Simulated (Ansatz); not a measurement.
**AlF₃ + H₂S: a complex and its separated parts**

The complex below is one end of an elementary step. How strongly is it bound against its free parts?

Program: Ansatz 0.2.0, Gaussian basis. Level of theory: PBE0-D4/def2-TZVP structures, single points in def2-TZVPP, no counterpoise correction. These are calculated values, not measurements.

Levels: SPW92, PBE-D4, BLYP-D4, r2SCAN-D4, B97M-V, PBE0-D4, B3LYP-D4, r2SCAN0-D4, BHLYP-D4, CAM-B3LYP-D4, wB97X-V, wB97M-V, B2PLYP, PBE-QIDH, RPA on PBE, Hartree-Fock, MP2, CCSD, CCSD(T).

Cores are frozen in the correlated methods. B3LYP uses VWN-RPA correlation. B2PLYP carries no dispersion term here.

## 1. Where the work starts

The complex: 7 atoms, charge 0, spin multiplicity 1.

Atoms are counted from 1 here; the program's logs count them from 0.

Bond lengths: Al1–F2 1.651 Å, Al1–F3 1.648 Å, Al1–F4 1.648 Å, Al1–S6 2.459 Å, H5–S6 1.346 Å, S6–H7 1.346 Å. Angles: F2–Al1–F3 117.2°, F2–Al1–F4 117.2°, F2–Al1–S6 99.1°, F3–Al1–F4 118.9°, F3–Al1–S6 98.5°, F4–Al1–S6 98.5°, Al1–S6–H5 94.7°, Al1–S6–H7 94.7°, H5–S6–H7 92.8°.

As a file:

```xyz
7

Al   -0.69608   -0.63939    0.36668
F    -1.74757    0.58323    0.01125
F    -0.68562   -1.94125   -0.64409
F    -0.30578   -0.85963    1.95282
H     0.88805    0.85131   -1.54677
S     1.39522    0.41742   -0.37824
H     1.15169    1.58831    0.23855
```

Its parts: AlF₃ holds atoms 1, 2, 3, 4; H₂S holds atoms 5, 6, 7. Each part counts its atoms afresh in its own runs.

## 2. Relaxing AlF₃ alone

relax-a/in.yaml reads:

```yaml
crystal:
  periodic: [false, false, false]
  atoms:
    - {symbol: Al, position_ang: [-0.696081, -0.639386, 0.366683]}
    - {symbol: F, position_ang: [-1.747569, 0.583226, 0.011247]}
    - {symbol: F, position_ang: [-0.685621, -1.941248, -0.644090]}
    - {symbol: F, position_ang: [-0.305784, -0.859634, 1.952824]}
basis:
  gaussian: {orbitals: def2-TZVP}
hamiltonian: {xc: pbe0, dispersion: d4}
relax: {f_tol: 0.005, max_steps: 200}
```

The command line of these runs was not kept.

After this run come: Relaxing H₂S alone; wB97M-V/def2-TZVPP; CCSD(T)/def2-TZVPP; Vibrations of AlF₃; Vibrations of H₂S.

**Question.** What will these runs give? Wanted: complex less parts, CCSD(T)/def2-TZVPP; with zero-point energy; largest T1 diagnostic.

**Answer**, as computed:

```
                              quantity           value
complex less parts, CCSD(T)/def2-TZVPP  -19.4 kcal/mol
                with zero-point energy  -17.5 kcal/mol
                 largest T1 diagnostic           0.013
```

In words: At CCSD(T) the complex lies 19.4 kcal/mol below its parts. Among the functionals BLYP-D4 lands nearest to CCSD(T) (+0.1 kcal/mol) and SPW92 farthest (-6.7 kcal/mol). By rung, the mean size of the error is: LDA 6.7, GGA 1.1, meta-GGA 1.8, hybrid 2.0, range-separated hybrid 1.6, double hybrid 1.1 kcal/mol. PBE-D4 gives a relative energy 2.0 kcal/mol too low, outside chemical accuracy (1 kcal/mol). No counterpoise was applied, and triple zeta lacks some correlation, so the CCSD(T) reference has a basis error of its own, and close matches with it are partly luck.
